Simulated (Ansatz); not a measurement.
# AlBrH₃OSi radical: basis-set convergence

One table from this session's results is given with a row withheld; the runs are named, their logs left out.

Program: Ansatz 0.2.0, Gaussian basis. Level of theory: one geometry, several basis sets. These are calculated values, not measurements.

Plan: PBE0-D4/def2-SVP; ωB97M-V/def2-SVP; PBE0-D4/def2-QZVPP; ωB97M-V/def2-QZVPP; the functionals' def2-TZVPP values are taken from earlier runs.

## The geometry

An earlier PBE0-D4 in a triple-zeta def2 set relaxation fixed the geometry.

SMILES `[SiH3][O][Al][Br]`, 7 atoms, charge 0, spin multiplicity 2.

Atoms are counted from 1 here; the program's logs count them from 0.

Bond lengths: Si1–O2 1.631 Å, Si1–H5 1.486 Å, Si1–H6 1.486 Å, Si1–H7 1.486 Å, O2–Al3 1.676 Å, Al3–Br4 2.275 Å. Angles: O2–Si1–H5 110.2°, O2–Si1–H6 109.6°, O2–Si1–H7 109.6°, H5–Si1–H6 109.1°, H5–Si1–H7 109.1°, H6–Si1–H7 109.1°, Si1–O2–Al3 175.4°, O2–Al3–Br4 119.4°.

The first run:

File in.yaml:

```yaml
crystal:
  periodic: [false, false, false]
  atoms:
    - {symbol: Si, position_ang: [0.219735, 1.113727, 0.067150]}
    - {symbol: O, position_ang: [0.164805, -0.487228, 0.371472]}
    - {symbol: Al, position_ang: [0.042756, -2.146668, 0.568374]}
    - {symbol: Br, position_ang: [-1.082061, -3.376064, -0.980821]}
    - {symbol: H, position_ang: [-0.507939, 1.422896, -1.190979]}
    - {symbol: H, position_ang: [-0.410472, 1.857374, 1.188847]}
    - {symbol: H, position_ang: [1.634375, 1.547965, -0.069543]}
basis:
  gaussian: {orbitals: def2-SVP}
magnetization: {spin_polarized: true, initial_magnetization: 1}
hamiltonian: {xc: pbe0, dispersion: d4}
output: {orbitals: {seedname: orbitals}}
```

On the command line:

```sh
$ ansatz run in.yaml --threads 4 --pin off --events-out ev --progress --plain --max-ram 10444MiB
```

Among the steps run: PBE0-D4 in def2-SVP; ωB97M-V in def2-SVP; PBE0-D4 in def2-QZVPP; ωB97M-V in def2-QZVPP.

One of the session's tables, all rows but one given; the rest of the session is left out.

It belongs to the step «Functionals by basis». 

```
functional       basis  HOMO (eV)  LUMO (eV)
   PBE0-D4    def2-SVP      -6.35      -3.02
   PBE0-D4  def2-TZVPP      -6.44      -3.06
   PBE0-D4  def2-QZVPP      -6.44      -3.08
   ωB97M-V    def2-SVP      -8.00      -1.64
   ωB97M-V  def2-TZVPP          ?          ?
   ωB97M-V  def2-QZVPP      -8.14      -1.72
```

Estimate the missing values for ωB97M-V, def2-TZVPP.

**Answer.** HOMO (eV): -8.10; LUMO (eV): -1.67. In the column «HOMO (eV)» it lies between ωB97M-V, def2-QZVPP (-8.14) and ωB97M-V, def2-SVP (-8.00).
